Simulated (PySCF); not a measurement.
# C3H8AsB: the cost of one run

Programs: PySCF 2.14.0, with density-fitted response routines of our own. Each step states its level of theory. These are calculated values for one molecule in the gas phase, unless marked as measured. Atoms count from 0, in the outputs and in this text.

## Step 1: The molecule as given

13 atoms, charge 0, multiplicity 1; geometry from: GFN2-xTB. The atoms were then displaced at random by about 0.01 Å, so the start is not that level's minimum.

Bonds of the start (Å): As0–B1 2.02, B1–C2 1.55, C2–C3 1.48, C3–C4 1.48, C4–C2 1.51, As0–H5 1.48, As0–H6 1.52, B1–H7 1.16, C2–H8 1.10, C3–H9 1.10, C3–H10 1.10, C4–H11 1.06, C4–H12 1.10.

## Step 2: Geometry optimisation at PBE0-D3(BJ)/def2-SVP

The job: settings as JSON, then the geometry in Å.

```
{"job": {"xc": "PBE0", "basis": "def2-SVP", "d3": "d3bj", "grid": 1, "shake": 0.01, "kind": "geom"}, "charge": 0, "multiplicity": 1}
As     2.839130    -0.284280     0.377110
B      0.859950    -0.681250     0.241840
C     -0.211390     0.430280     0.083610
C     -1.511240     0.306910     0.776800
C     -1.473520     0.158070    -0.700090
H      3.207650    -1.247700    -0.683650
H      2.803530     0.841040    -0.649070
H      0.510410    -1.781220     0.357890
H      0.151060     1.468040     0.029020
H     -1.724150    -0.583420     1.381780
H     -1.979950     1.200530     1.208760
H     -1.591140    -0.816770    -1.111920
H     -1.874520     0.972890    -1.322410
```

Command:

```
> OMP_NUM_THREADS=1 python probes_run.py task.json out
```

One launch serves the whole session: the jobs run in the order shown.

Q: Estimate the wall time and peak memory of this first job on 1 thread of Intel Xeon 6975P-C, shared host.

About 50 s, with a peak of 0.54 GiB.
